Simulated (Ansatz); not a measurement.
# CH₂OSe: one species, many methods

The task here is to estimate one member of a computed series from the others.

Method: functionals in def2-TZVPP, the program's frozen cores in correlated methods; program: Ansatz 0.2.0, Gaussian basis.

Levels to be run: LDA (SPW92), PBE-D4, revPBE-D4, BLYP-D4, r2SCAN-D4, B97M-V, PBE0-D4, B3LYP-D4, r2SCANh-D4, r2SCAN0-D4, HSE06-D4, BHLYP-D4, CAM-B3LYP-D4, LC-ωPBE, ωB97X-V, ωB97M-V, B2PLYP, PBE-QIDH; CCSD(T)/def2-SVP; CCSD(T)/def2-TZVPP; MP2/def2-QZVPP; extrapolation to the limit; RPA on PBE.

## The relaxed structure

All runs share one geometry, relaxed beforehand with PBE0-D4 in a triple-zeta def2 set.

SMILES `O=C[SeH]`, 5 atoms, charge 0, spin multiplicity 1.

Atoms are counted from 1 here; the program's logs count them from 0.

Bond lengths: O1–C2 1.189 Å, C2–Se3 1.928 Å, C2–H4 1.105 Å, Se3–H5 1.469 Å. Angles: O1–C2–Se3 123.0°, O1–C2–H4 124.0°, Se3–C2–H4 113.0°, C2–Se3–H5 93.4°.

Coordinates:

```xyz
5
charge 0, multiplicity 1
O    -0.4390   -1.6258    0.5974
C    -0.3451   -0.5332    0.1377
Se    1.3139    0.4472    0.0931
H    -1.1892    0.0251   -0.3052
H     0.7094    1.6130   -0.5645
```

The first run:

Input file in.yaml:

```yaml
crystal:
  periodic: [false, false, false]
  atoms:
    - {symbol: O, position_ang: [-0.439011, -1.625773, 0.597397]}
    - {symbol: C, position_ang: [-0.345137, -0.533155, 0.137674]}
    - {symbol: Se, position_ang: [1.313931, 0.447201, 0.093136]}
    - {symbol: H, position_ang: [-1.189243, 0.025138, -0.305179]}
    - {symbol: H, position_ang: [0.709361, 1.612988, -0.564528]}
basis:
  gaussian: {orbitals: def2-TZVPP}
hamiltonian: {xc: lda}
output: {orbitals: {seedname: orbitals}}
```

The run is started by

```console
ansatz run in.yaml --threads 2 --pin off --events-out ev --progress --plain --max-ram 4352MiB
```

Steps of the session up to this table: LDA; PBE-D4 (GGA); revPBE-D4 (GGA); BLYP-D4 (GGA); r2SCAN-D4 (meta-GGA); B97M-V (meta-GGA); PBE0-D4 (hybrid); B3LYP-D4 (hybrid); r2SCANh-D4 (hybrid); r2SCAN0-D4 (hybrid); HSE06-D4 (hybrid); BHLYP-D4 (hybrid); CAM-B3LYP-D4 (range-separated); LC-ωPBE (range-separated); ωB97X-V (range-separated); ωB97M-V (range-separated); B2PLYP (double hybrid); PBE-QIDH (double hybrid).

One table of the session follows, with a row left open; its other results are not shown here.

It belongs to the step «Orbital energies across the functionals». 

```
  functional  HOMO (eV)  gap (eV)
 LDA (SPW92)      -6.58      4.12
      PBE-D4      -6.42      4.22
   revPBE-D4      -6.37      4.26
     BLYP-D4      -6.32      4.25
   r2SCAN-D4      -6.73      4.72
      B97M-V      -6.82      4.93
     PBE0-D4      -7.65      6.51
    B3LYP-D4      -7.43      6.04
  r2SCANh-D4      -7.22      5.60
  r2SCAN0-D4      -7.84      6.82
    HSE06-D4      -7.25      5.73
    BHLYP-D4          ?         ?
CAM-B3LYP-D4      -8.93      8.99
     LC-ωPBE     -10.26     11.53
     ωB97X-V      -9.90     11.12
     ωB97M-V      -9.77     10.91
```

**Question.** Estimate the row for BHLYP-D4.

Worked estimate for «HOMO (eV)». Against the share of exact exchange, BLYP-D4 (0, -6.32), B3LYP-D4 (0.2, -7.43) give a slope of -5.55 per unit share; at 0.5 the line stands at -9.09.

**Answer.** HOMO (eV): -8.64; gap (eV): 8.72. In «HOMO (eV)» the line misses by -0.45.
